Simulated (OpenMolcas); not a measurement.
# Pt²⁺: CASSCF and CASPT2 terms and fine-structure levels

Wanted: the level scheme of Pt²⁺ from active-space wave functions, then second-order correlation under several settings.

Method: state-averaged CASSCF and CASPT2, spin-orbit coupling by RASSI with atomic mean-field integrals. Code: OpenMolcas 26.06.

3 further runs of the same task are left out: 3 set aside as unsound or not needed.

### 1 The atom as given

| Property | Result |
| --- | --- |
| Species | Pt²⁺ (platinum, Z = 78, 76 electrons) |
| Basis | ANO-RCC-VQZP [9s8p6d4f2g1h], 120 functions |
| Scalar Hamiltonian | DKH2, point nucleus |
| Inactive shells | 1s 2s 2p 3s 3p 3d 4s 4p 4d 4f 5s 5p |
| Active space | 8 electrons in 5 orbitals (5d) |
| Some configurations of this space | 5d⁸ |
| Orbitals | optimised for each spin and parity, averaged over the low roots |

Outer shells as boxes (Hund's rule):

5d8
```
5d [↑↓][↑↓][↑↓][↑ ][↑ ]
```

Each step is its own input file, run in one work folder so that later steps find the files of earlier ones. Labels, J, g values, rates, χT and fits are worked out afterwards by a script from the matrices that RASSI stores.

### 2 Basis and integrals

File a.inp:

```
&GATEWAY
Coord
1

Pt 0.0 0.0 0.0
Basis=ANO-RCC-VQZP
Group=XYZ
NoMove
AngMom=0.0 0.0 0.0
AMFI
&SEWARD
```

Run with:

```
> OMP_NUM_THREADS=1 MOLCAS_MEM=2252 MOLCAS_PROJECT=a pymolcas a.inp > a.log
```

### 3 Reference wave functions, triplets of even parity, 10 roots

File a.inp:

```
&RASSCF
FileOrb=start.orb
Symmetry=1
Spin=3
nActEl=8 0 0
Inactive=15 19
Ras2=5 0
CIRoot=10 10 1
SDav=10
CIMx=300
Iter=120 100
PrWF=0.3
OrbListing=Nothing
MaxOrb=0
Atom
>>> COPY $Project.JobIph JOB001
```

start.orb holds the contracted functions of the basis, ordered by shell, or the orbitals of the step before.

### 4 CASSCF: singlets of even parity, 15 roots

File a.inp:

```
&RASSCF
FileOrb=start.orb
Symmetry=1
Spin=1
nActEl=8 0 0
Inactive=15 19
Ras2=5 0
CIRoot=15 15 1
SDav=15
CIMx=300
Iter=120 100
PrWF=0.3
OrbListing=Nothing
MaxOrb=0
Atom
>>> COPY $Project.JobIph JOB002
```

### 5 RASSI: spin-orbit coupling between the states

File a.inp:

```
&RASSI
NrOfJobIphs=2 10 15
1 2 3 4 5 6 7 8 9 10
1 2 3 4 5 6 7 8 9 10 11 12 13 14 15
IphNames
JOB001
JOB002
EJob
SpinOrbit
DIPRint=1.0
SOCoupling=1000.0
Subsets=2
MEES
Property=10
'ANGMOM' 1 'ANGMOM' 2 'ANGMOM' 3 'MLTPL  1' 1 'MLTPL  1' 2 'MLTPL  1' 3
'AMFI' 1 'AMFI' 2 'AMFI' 3 'MLTPL  2' 6
SOProperty=3
'ANGMOM' 1 'ANGMOM' 2 'ANGMOM' 3
```

### 6 CASPT2: IPEA 0.3, sigma1 regulariser 0.4 (closed shells correlated: 4f 5s 5p)

File a.inp:

```
>>> COPY JOB001 $Project.JobIph
&CASPT2
Multistate=10 1 2 3 4 5 6 7 8 9 10
NoMult
Frozen=14 9
IPEA=0.3
Sig1=0.4
MaxIter=60
WThr=0.0 0.3 0.05
PrWF=0.5
NoMix
>>> COPY JOB002 $Project.JobIph
&CASPT2
Multistate=15 1 2 3 4 5 6 7 8 9 10 11 12 13 14 15
NoMult
Frozen=14 9
IPEA=0.3
Sig1=0.4
MaxIter=60
WThr=0.0 0.3 0.05
PrWF=0.5
NoMix
```

### 7 CASPT2: IPEA 0.35, imaginary shift 0.5 (closed shells correlated: none)

File a.inp:

```
>>> COPY JOB001 $Project.JobIph
&CASPT2
Multistate=10 1 2 3 4 5 6 7 8 9 10
Frozen=15 19
IPEA=0.35
Imaginary=0.5
MaxIter=60
WThr=0.0 0.3 0.05
PrWF=0.5
NoMix
>>> COPY JOB002 $Project.JobIph
&CASPT2
Multistate=15 1 2 3 4 5 6 7 8 9 10 11 12 13 14 15
Frozen=15 19
IPEA=0.35
Imaginary=0.5
MaxIter=60
WThr=0.0 0.3 0.05
PrWF=0.5
NoMix
```

### 8 CASPT2: IPEA 0.1, real shift 0.3 (closed shells correlated: 4f 5s 5p)

File a.inp:

```
>>> COPY JOB001 $Project.JobIph
&CASPT2
Multistate=10 1 2 3 4 5 6 7 8 9 10
NoMult
Frozen=14 9
IPEA=0.1
Shift=0.3
MaxIter=60
WThr=0.0 0.3 0.05
PrWF=0.5
NoMix
>>> COPY JOB002 $Project.JobIph
&CASPT2
Multistate=15 1 2 3 4 5 6 7 8 9 10 11 12 13 14 15
NoMult
Frozen=14 9
IPEA=0.1
Shift=0.3
MaxIter=60
WThr=0.0 0.3 0.05
PrWF=0.5
NoMix
```

(Steps that only read results are left out.)

**Question.** What will these runs give? Wanted: lowest level; first excited level; spin-orbit lowering of the lowest level; strongest of the lines computed, by gA.

**Answer**, as computed:

| quantity | value |
| --- | --- |
| method | SS-CASPT2, IPEA 0.3, sigma1 regulariser 0.4 (closed shells correlated: 4f 5s 5p) |
| lowest level | 5d⁸ ³F₄, 96 % of that term, g = 1.240 |
| ground level listed by NIST | 3F4 |
| first excited level | 5d⁸ ¹D₂ at 6370 cm⁻¹ |
| spin-orbit lowering of the lowest level | 7819 cm⁻¹ |
| strongest of the lines computed, by gA (one parity, so forbidden lines), at SS-CASPT2 energies | 5d⁸ ¹D₂ → 5d⁸ ³F₃, 633.9 nm, A = 4.46e+01 s⁻¹ |

What each method costs and misses:

| method | time of its own steps | time with the reference | mean absolute difference from the measured levels (cm-1) |
| --- | --- | --- | --- |
| A. CASSCF | 14 s | 14 s | 4300 |
| B. SS-CASPT2, IPEA 0.3, sigma1 regulariser 0.4, +4f 5s 5p | 17 s | 31 s | 1700 |
| C. SS-CASPT2, IPEA 0.35, imaginary shift 0.5, +none | 6.8 s | 20 s | 1800 |
| D. SS-CASPT2, IPEA 0.1, real shift 0.3, +4f 5s 5p | 16 s | 30 s | 1600 |

Times are of one thread on a shared host.

In words: The multiplet ³F is inverted. Second-order correlation (method B) scales the levels of the lowest configuration above 5000 cm⁻¹ by 0.82 to 1.01. Method D lies closest to the measured levels (1600 cm⁻¹ on average) and A farthest (4300). Only the configurations of the active space and the roots asked for are present. CASPT2 does not keep the components of a term degenerate, and the means are used. Levels of other configurations are missing from the list.
